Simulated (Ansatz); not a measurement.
# H2Hf: the cost of one run

Method: def2-SVP, all electrons in the functionals, frozen cores in the correlation of double hybrids and RPA; program: Ansatz 0.2.0, Gaussian basis.

Plan: wB97M-V, B2PLYP, RKS PBE0, at 0.892; 1.000; 1.133; 1.277; 1.491; 1.726; 1.985; 2.411.

16 further runs of the same task are left out: 8 for a known fault of the program, 6 that didn't finish, 2 set aside as unsound or not needed.

### 1 The system

The geometry derives from a PBE0/def2-TZVP stationary point (not a proven minimum). All distances are scaled together. No spin-orbit coupling is included. Elements past krypton take def2 core potentials.

3 atoms, charge 0, spin multiplicity 1.

Atoms are counted from 1 here; the program's logs count them from 0.

Bond lengths: Hf1–H2 1.912 Å, Hf1–H3 1.912 Å. Angles: H2–Hf1–H3 180.0°.

No dispersion term is added; wB97M-V holds VV10 nonlocal correlation.

The geometry shown and the zero of energy belong to the point 1.000. The yardstick, FCI, and other wave-function levels (R restricted, U unrestricted, valence and pair active spaces) come from earlier runs.

### 2 wB97M-V, 0.892

in.yaml reads:

```yaml
crystal:
  periodic: [false, false, false]
  atoms:
    - {symbol: Hf, position_ang: [0.000000, 0.000000, 0.000000]}
    - {symbol: H, position_ang: [0.000000, 0.000000, -1.705326]}
    - {symbol: H, position_ang: [0.000000, 0.000000, 1.705326]}
basis:
  gaussian: {orbitals: def2-SVP}
magnetization: {spin_polarized: true, initial_magnetization: 0}
hamiltonian: {xc: {name: wB97M-V}}
output: {forces: true, orbitals: {seedname: orbitals}}
```

The run is started by

```bash
$ ansatz run in.yaml --threads 1 --pin off --events-out ev --progress --plain --max-ram 2393MiB
```

**Question.** How long does this run take on 1 thread of Intel Xeon 6975P-C, shared host, and how much memory does it need?

About 7.5 s, with a peak of 0.26 GiB.
